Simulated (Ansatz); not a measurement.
# Hf5Cl2: the cost of one run

Computed with Ansatz 0.2.0 (DFT PBE, scalar-relativistic, plane waves, PAW, unless a step names another level, unless a step's input says otherwise).

1 further run of the same task is left out (it didn't finish). Runs told in other sessions of the task aren't counted.

## Step 1: The system as given

The structure is hexagonal, space group P6_3/mmc (No. 194). The conventional cell has a = 3.294 Å, b = 3.294 Å, c = 35.263 Å, α = 90.00°, β = 90.00°, γ = 120.00°. Hf (site symmetry 3m) has 3 Cl at 2.62 Å in its first shell of neighbours. Hf (site symmetry -6m2) is surrounded by 12 Hf at 3.16 to 3.29 Å. Hf (site symmetry 3m) is surrounded by 12 Hf at 3.07 to 3.29 Å. Around Cl (site symmetry 3m) lie 3 Hf at 2.62 Å.

As a file:

```
Hf Cl
1.0
     3.29388    0.00000    0.00000
    -1.64694    2.85258    0.00000
     0.00000    0.00000   35.26312
Hf Cl
10 4
Direct
  0.33333 0.66667 0.11015
  0.33333 0.66667 0.25000
  0.00000 0.00000 0.17845
  0.33333 0.66667 0.38985
  0.00000 0.00000 0.32155
  0.66667 0.33333 0.88985
  0.00000 0.00000 0.82155
  0.66667 0.33333 0.61015
  0.66667 0.33333 0.75000
  0.00000 0.00000 0.67845
  0.66667 0.33333 0.05921
  0.66667 0.33333 0.44079
  0.33333 0.66667 0.94079
  0.33333 0.66667 0.55921
```

It came out lowest among 23 distinct ends of the trial cells. At a tolerance of 0.05 Å it has space group P6_3/mmc (No. 194).

## Step 2: Kick test: the unmoved cell on a coarse mesh

The input, input.yaml:

```yaml
crystal:
  lattice:
    - [3.2938761729, 0.0, 0.0]
    - [-1.6469380865, 2.8525804426, 0.0]
    - [0.0, 0.0, 35.2631161246]
  atoms:
    - { symbol: Hf, position: [0.3333333333, 0.6666666667, 0.1101474807] }
    - { symbol: Hf, position: [0.3333333333, 0.6666666667, 0.25] }
    - { symbol: Hf, position: [1.0, 0.0, 0.1784476297] }
    - { symbol: Hf, position: [0.3333333333, 0.6666666667, 0.3898525193] }
    - { symbol: Hf, position: [1.0, 1.0, 0.3215523703] }
    - { symbol: Hf, position: [0.6666666667, 0.3333333333, 0.8898525193] }
    - { symbol: Hf, position: [0.0, 0.0, 0.8215523703] }
    - { symbol: Hf, position: [0.6666666667, 0.3333333333, 0.6101474807] }
    - { symbol: Hf, position: [0.6666666667, 0.3333333333, 0.75] }
    - { symbol: Hf, position: [0.0, 0.0, 0.6784476297] }
    - { symbol: Cl, position: [0.6666666667, 0.3333333333, 0.059213521] }
    - { symbol: Cl, position: [0.6666666667, 0.3333333333, 0.440786479] }
    - { symbol: Cl, position: [0.3333333333, 0.6666666667, 0.940786479] }
    - { symbol: Cl, position: [0.3333333333, 0.6666666667, 0.559213521] }
basis:
  ecutwfc: 420
kpoints:
  mp_grid: { grid: [6, 6, 1] }
hamiltonian:
  xc: pbe
scf:
  occupations: { method: gaussian, width: 0.2 }
  lower_state_search: "off"
output:
  forces: true
  stress: true
  eigenvalues: true
```

Run with:

```sh
$ ansatz run input.yaml --threads 1 --pin off --max-ram 2560MiB --backend cpu --events-out ev --progress --plain --runs-dir out
```

**Question.** How long does this run take on 1 thread of Intel Xeon 6975P-C (Granite Rapids), shared host, and how much memory does it need?

About 13 s, with a peak of 0.85 GiB.
